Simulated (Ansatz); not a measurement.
# AlNi3: the cost of one run

Computed with Ansatz 0.2.0 (DFT PBEsol, scalar-relativistic, plane waves, PAW, unless a step's input says otherwise).

2 further runs of the same task are left out: 2 set aside as unsound or not needed.

**1. The system as given**

It takes space group Fm-3m (No. 225, cubic). The conventional cell has a = 5.597 Å, b = 5.597 Å, c = 5.597 Å, α = 90.00°, β = 90.00°, γ = 90.00°. Al (site symmetry m-3m) has 8 Ni at 2.42 Å in its first shell of neighbours. Ni (site symmetry -43m) is surrounded by 4 Ni at 2.42 Å and 4 Al at 2.42 Å. Around Ni (site symmetry m-3m) lie 8 Ni at 2.42 Å.

Structure file:

```xyz
8
Lattice="0.0000 -2.7984 -2.7984 0.0000 2.7984 -2.7984 5.5968 0.0000 0.0000" Properties=species:S:1:pos:R:3 pbc="T T T"
Al    0.0000    0.0000   -2.7984
Al    2.7984    0.0000    0.0000
Ni    4.1976    1.3992   -1.3992
Ni    1.3992   -1.3992   -1.3992
Ni    0.0000    0.0000    0.0000
Ni    2.7984    0.0000   -2.7984
Ni    1.3992    1.3992   -1.3992
Ni    4.1976   -1.3992   -1.3992
```

It goes back to an entry of the Materials Project, which need not be the stable form.

It is built from the cell relaxed beforehand with the same method (10.96 Å³/atom).

**2. The undisturbed cell**

input.yaml reads:

```yaml
crystal:
  lattice:
    - [0.0, -2.7984078614, -2.7984078614]
    - [0.0, 2.7984078614, -2.7984078614]
    - [5.5968157228, 0.0, 0.0]
  atoms:
    - { symbol: Al, position: [0.5, 0.5, 0.0] }
    - { symbol: Al, position: [0.0, 0.0, 0.5] }
    - { symbol: Ni, position: [0.0, 0.5, 0.75] }
    - { symbol: Ni, position: [0.5, 0.0, 0.25] }
    - { symbol: Ni, position: [0.0, 0.0, 0.0] }
    - { symbol: Ni, position: [0.5, 0.5, 0.5] }
    - { symbol: Ni, position: [0.0, 0.5, 0.25] }
    - { symbol: Ni, position: [0.5, 0.0, 0.75] }
basis:
  ecutwfc: 420
kpoints:
  mp_grid: { grid: [8, 8, 6] }
hamiltonian:
  xc: pbesol
scf:
  occupations: { method: gaussian, width: 0.15 }
output:
  forces: true
  stress: true
  eigenvalues: true
  write_density: true
  write_potential: true
  elf: true
  volumetric_format: npy
```

Launch:

```
$ ansatz run input.yaml --threads 2 --pin off --max-ram 5120MiB --backend cpu --events-out ev --progress --plain --runs-dir out
```

What time and memory should one allow on 2 threads of AMD EPYC 7R43 (Zen 3), shared host?

About 11 s, with a peak of 0.61 GiB.
